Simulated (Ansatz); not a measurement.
# C₇H₆MoO₅S: a ladder of functionals and wavefunction methods

The task here is to estimate one member of a computed series from the others.

Method: functionals in def2-TZVPP, the program's frozen cores in correlated methods; program: Ansatz 0.2.0, Gaussian basis.

Plan: LDA (SPW92), PBE-D4, revPBE-D4, BLYP-D4, r2SCAN-D4, B97M-V, PBE0-D4, B3LYP-D4, r2SCANh-D4, r2SCAN0-D4, HSE06-D4, BHLYP-D4, CAM-B3LYP-D4, LC-ωPBE, ωB97X-V, ωB97M-V, B2PLYP, PBE-QIDH; CCSD(T)/def2-SVP; CCSD(T)/def2-TZVPP; MP2/def2-QZVPP; extrapolation to the limit; RPA on PBE.

**Structure used throughout**

All runs share one geometry, relaxed beforehand with PBE0-D4 in a triple-zeta def2 set. Mo takes the def2 core potential; no spin-orbit term is included.

SMILES `C[S+](C)[Mo-6]([C]#[O+])([C]#[O+])([C]#[O+])([C]#[O+])[C]#[O+]`, 20 atoms, charge 0, spin multiplicity 1.

Atoms are counted from 1 here; the program's logs count them from 0.

Bond lengths: C1–S2 1.797 Å, C1–H15 1.091 Å, C1–H16 1.089 Å, C1–H17 1.090 Å, S2–C3 1.797 Å, S2–Mo4 2.556 Å, C3–H18 1.089 Å, C3–H19 1.090 Å, C3–H20 1.091 Å, Mo4–C5 1.979 Å, Mo4–C7 2.038 Å, Mo4–C9 2.033 Å, Mo4–C11 2.045 Å, Mo4–C13 2.038 Å, C5–O6 1.145 Å, C7–O8 1.141 Å, C9–O10 1.142 Å, C11–O12 1.139 Å and more. Angles: S2–C1–H15 109.5°, S2–C1–H16 107.3°, S2–C1–H17 110.8°, H15–C1–H16 109.3°, H15–C1–H17 110.4°, H16–C1–H17 109.4°, C1–S2–C3 99.1°, C1–S2–Mo4 108.6°, C3–S2–Mo4 108.7°, S2–C3–H18 107.3°, S2–C3–H19 110.8°, S2–C3–H20 109.5°, H18–C3–H19 109.4°, H18–C3–H20 109.3°, H19–C3–H20 110.5°, S2–Mo4–C5 179.2°, S2–Mo4–C7 91.2°, S2–Mo4–C9 90.8° and more.

Set-up of the first run:

in.yaml reads:

```yaml
crystal:
  periodic: [false, false, false]
  atoms:
    - {symbol: C, position_ang: [-1.400862, -0.269848, 2.025735]}
    - {symbol: S, position_ang: [-0.110783, -1.050165, 1.047855]}
    - {symbol: C, position_ang: [1.318171, -0.562902, 2.022585]}
    - {symbol: Mo, position_ang: [0.010579, 0.117195, -1.223252]}
    - {symbol: C, position_ang: [0.099036, 0.996431, -2.994383]}
    - {symbol: O, position_ang: [0.150691, 1.512505, -4.015121]}
    - {symbol: C, position_ang: [-2.016545, 0.319726, -1.273790]}
    - {symbol: O, position_ang: [-3.148550, 0.448553, -1.331171]}
    - {symbol: C, position_ang: [0.175004, 1.928340, -0.314468]}
    - {symbol: O, position_ang: [0.268869, 2.949180, 0.188486]}
    - {symbol: C, position_ang: [-0.151864, -1.699680, -2.148646]}
    - {symbol: O, position_ang: [-0.240009, -2.696640, -2.691932]}
    - {symbol: C, position_ang: [2.040722, -0.053431, -1.256755]}
    - {symbol: O, position_ang: [3.177699, -0.133176, -1.304649]}
    - {symbol: H, position_ang: [-1.407393, -0.699424, 3.028320]}
    - {symbol: H, position_ang: [-2.351163, -0.481782, 1.537536]}
    - {symbol: H, position_ang: [-1.251527, 0.809040, 2.074635]}
    - {symbol: H, position_ang: [2.200040, -0.974483, 1.533465]}
    - {symbol: H, position_ang: [1.403658, 0.522991, 2.069601]}
    - {symbol: H, position_ang: [1.234237, -0.982419, 3.025940]}
basis:
  gaussian: {orbitals: def2-TZVPP}
hamiltonian: {xc: lda}
output: {orbitals: {seedname: orbitals}}
```

The run is started by

```
$ ansatz run in.yaml --threads 11 --pin off --events-out ev --progress --plain --max-ram 120832MiB --backend cuda --devices 0, --max-vram 75GiB
```

Steps of the session up to this table: LDA; PBE-D4 (GGA); revPBE-D4 (GGA); BLYP-D4 (GGA); r2SCAN-D4 (meta-GGA); B97M-V (meta-GGA); B3LYP-D4 (hybrid); r2SCANh-D4 (hybrid); r2SCAN0-D4 (hybrid); HSE06-D4 (hybrid); BHLYP-D4 (hybrid); CAM-B3LYP-D4 (range-separated); LC-ωPBE (range-separated); ωB97X-V (range-separated); ωB97M-V (range-separated); B2PLYP (double hybrid); PBE-QIDH (double hybrid).

One of the session's tables, all rows but one given; the rest of the session is left out.

It belongs to the step «Frontier levels by functional». 

| functional | HOMO (eV) | LUMO (eV) | gap (eV) |
| --- | --- | --- | --- |
| LDA (SPW92) | -5.72 | -2.85 | 2.88 |
| PBE-D4 | -5.46 | -2.54 | 2.92 |
| revPBE-D4 | -5.37 | -2.42 | 2.95 |
| BLYP-D4 | -5.30 | -2.41 | 2.89 |
| r2SCAN-D4 | -5.61 | -2.44 | 3.17 |
| B97M-V | -5.50 | -2.34 | 3.16 |
| PBE0-D4 | -6.33 | -1.71 | 4.62 |
| B3LYP-D4 | -6.16 | -1.92 | 4.24 |
| r2SCANh-D4 | -5.95 | -2.13 | 3.82 |
| r2SCAN0-D4 | -6.47 | -1.66 | 4.81 |
| HSE06-D4 | ? | ? | ? |
| BHLYP-D4 | -7.09 | -0.74 | 6.35 |
| CAM-B3LYP-D4 | -7.36 | -0.68 | 6.68 |
| LC-ωPBE | -8.34 | 0.41 | 8.75 |
| ωB97X-V | -8.13 | 0.36 | 8.49 |
| ωB97M-V | -8.12 | 0.27 | 8.39 |

Estimate the missing values for HSE06-D4.

As computed: HOMO (eV): -5.96; LUMO (eV): -2.08; gap (eV): 3.88. In the column «HOMO (eV)» it lies between B3LYP-D4 (-6.16) and r2SCANh-D4 (-5.95).
